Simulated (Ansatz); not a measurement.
# Cl2GaH: the cost of one run

All numbers below are computed with Ansatz 0.2.0 (RKS revPBE/def2-SVP).

**1. The starting structure**

Bond lengths: Ga1–H2 1.570 Å, Ga1–Cl3 2.240 Å, Ga1–Cl4 2.240 Å. Angles: H2–Ga1–Cl3 120.0°, H2–Ga1–Cl4 120.0°, Cl3–Ga1–Cl4 120.0°.

Coordinates:

```xyz
4

Ga    0.0000    0.0000    0.0000
H     0.0000    0.0000    1.5700
Cl    1.9398    0.0000   -1.1200
Cl   -1.9398    0.0000   -1.1200
```

**2. Preparing the start**

File input.yaml:

```yaml
crystal:
  periodic: [false, false, false]
  atoms:
    - { symbol: Ga, position_ang: [0.0, 0.0, 0.0] }
    - { symbol: H, position_ang: [0.0, 0.0, 1.57] }
    - { symbol: Cl, position_ang: [1.9398, 0.0, -1.12] }
    - { symbol: Cl, position_ang: [-1.9398, 0.0, -1.12] }
basis:
  gaussian: { orbitals: def2-SVP }
hamiltonian:
  xc: revpbe
relax:
  f_tol: 0.02
  max_steps: 40
output:
  orbitals: {}
```

Command:

```
$ ansatz run input.yaml --threads 1 --pin off --max-ram 2048MiB --backend cpu --events-out ev --progress --plain --runs-dir out
```

**Question.** How long does this run take on 1 thread of Arm Neoverse N1, shared host, and how much memory does it need?

About 13 s, with a peak of 0.12 GiB.
